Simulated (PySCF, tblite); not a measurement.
# C₆H₁₃P: geometry, infrared bands and NMR shifts

Aim: predict the infrared bands and NMR shifts of C₆H₁₃P (`C=CPCC(C)C`).

The runs use tblite 0.8.0 and PySCF 2.14.0, with density-fitted response routines of our own; the level of theory stands in each step. All values are computed, except where a source is named. Atoms count from 0, in the outputs and in this text.

## (1) Starting geometry

20 atoms, charge 0, multiplicity 1; geometry from: force field or distance geometry start.

Bonds of the start (Å): C0–C1 1.34, C1–P2 1.84, P2–C3 1.86, C3–C4 1.54, C4–C5 1.54, C4–C6 1.53, C0–H7 1.08, C0–H8 1.08, C1–H9 1.09, P2–H10 1.42, C3–H11 1.08, C3–H12 1.11, C4–H13 1.09, C5–H14 1.10, C5–H15 1.08, C5–H16 1.10, C6–H17 1.09, C6–H18 1.10, C6–H19 1.10.

## (2) Optimising the geometry with GFN2-xTB

The job: settings as JSON, then the geometry in Å.

```
{"job": {"kind": "relax", "xc": "GFN2-xTB", "basis": "xTB"}, "charge": 0, "multiplicity": 1}
C      3.708200    -0.239200    -1.115000
C      2.620900    -0.860300    -0.634600
P      1.563600    -0.014500     0.618100
C     -0.110500    -0.559500     0.012100
C     -1.280200     0.098100     0.772800
C     -1.476600     1.562700     0.351700
C     -2.571700    -0.671800     0.487900
H      4.348300    -0.724900    -1.832800
H      3.982000     0.766000    -0.812100
H      2.398200    -1.877700    -0.949200
H      1.555900     1.291500     0.063100
H     -0.200400    -0.391100    -1.055800
H     -0.158600    -1.650900     0.182500
H     -1.093000     0.066700     1.844900
H     -2.342500     2.005400     0.865900
H     -1.638700     1.655500    -0.712600
H     -0.602000     2.177300     0.621600
H     -2.815500    -0.685500    -0.576700
H     -2.482100    -1.711200     0.830400
H     -3.410600    -0.225800     1.034700
```

Run with:

```bash
$ OMP_NUM_THREADS=1 python probes_run.py task.json out
```

The driver reads the jobs from task.json and runs them one after another.

**Question.** This job is followed by: GFN2-xTB harmonic vibrations, gas phase; GIAO PBE0/pcSseg-1 NMR shielding, non-relativistic, gas phase. Predict these results of the whole session: strongest single infrared mode (GFN2-xTB); zero-point energy (GFN2-xTB); 13C shifts against TMS (PBE0/pcSseg-1, means over atoms taken as alike); 1H shifts against TMS (PBE0/pcSseg-1, means over atoms taken as alike); 31P shifts against H3PO4 (PBE0/pcSseg-1); surface potential, 1st and 99th percentile.

**Answer**, as computed:

| quantity | value |
| --- | --- |
| strongest single infrared mode (GFN2-xTB) | 2256 cm⁻¹, 181 km/mol |
| zero-point energy (GFN2-xTB) | 107.5 kcal/mol |
| 13C shifts against TMS (PBE0/pcSseg-1, means over atoms taken as alike) | 146.4, 128.8, 38.1, 32.4, 26.1 ppm |
| 1H shifts against TMS (PBE0/pcSseg-1, means over atoms taken as alike) | 6.39, 5.99, 5.78, 3.90, 1.68, 1.62, 0.99 ppm |
| 31P shifts against H3PO4 (PBE0/pcSseg-1) | -68.4 ppm |
| surface potential, 1st and 99th percentile | -1.10 V and 0.77 V |

What this shows: Relaxing lowered the energy by 0.122 eV in 104 steps; the close pair that moved most is C1–P2, from 1.845 to 1.816 Å. No mode is imaginary among the 54: a minimum at this level. The strongest single mode, at 2256 cm⁻¹, moves mainly H10. Unscaled tight-binding wavenumbers are off by several per cent, some by more. Its intensities can rank the bands wrongly. C1 (alkene CH) lies farthest downfield among carbon, at 146.4 ppm; the olefinic region. The most deshielded hydrogen is H9 (hydrogen on an alkene CH), at 6.39 ppm: a vinylic proton, deshielded by the sp2 carbon and the C=C anisotropy. At PBE0/pcSseg-1: The widest tensor belongs to C1: span 240 ppm, with a paramagnetic part of -223 ppm.
